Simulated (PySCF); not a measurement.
# C2H8SeSi: the cost of one run

Programs: PySCF 2.14.0, with density-fitted response routines of our own. Each step states its level of theory. These are calculated values for one molecule in the gas phase, unless marked as measured. Atoms are numbered from 0 throughout.

## Step 1: The starting structure

12 atoms, charge 0, multiplicity 1; geometry from: GFN2-xTB. The atoms were then displaced at random by about 0.01 Å, so the start is not that level's minimum.

Bonds of the start (Å): C0–C1 1.50, C1–Si2 1.89, Si2–Se3 2.35, C0–H4 1.08, C0–H5 1.13, C0–H6 1.09, C1–H7 1.10, C1–H8 1.11, Si2–H9 1.45, Si2–H10 1.48, Se3–H11 1.43.

## Step 2: Relaxing the molecule at PBE0-D3(BJ)/def2-SVP

The job: settings as JSON, then the geometry in Å.

```
{"job": {"xc": "PBE0", "basis": "def2-SVP", "d3": "d3bj", "grid": 1, "shake": 0.01, "kind": "geom"}, "charge": 0, "multiplicity": 1}
C     -1.688440     0.151000     0.054520
C     -0.269090     0.454430    -0.336740
Si     0.928510    -0.743880     0.493790
Se     3.109170    -0.164970    -0.148980
H     -1.997210    -0.838140    -0.251140
H     -2.387340     0.881440    -0.441860
H     -1.836220     0.266630     1.125150
H     -0.145560     0.397540    -1.425310
H     -0.014050     1.491600    -0.041050
H      0.726850    -2.127280     0.091530
H      0.913990    -0.626430     1.967880
H      2.699100     0.829790    -1.096830
```

On the command line:

```
$ OMP_NUM_THREADS=1 python probes_run.py task.json out
```

The driver reads the jobs from task.json and runs them one after another.

Q: Estimate the wall time and peak memory of this first job on 1 thread of Arm Neoverse V2, shared host.

About 1.8 min, with a peak of 0.49 GiB.
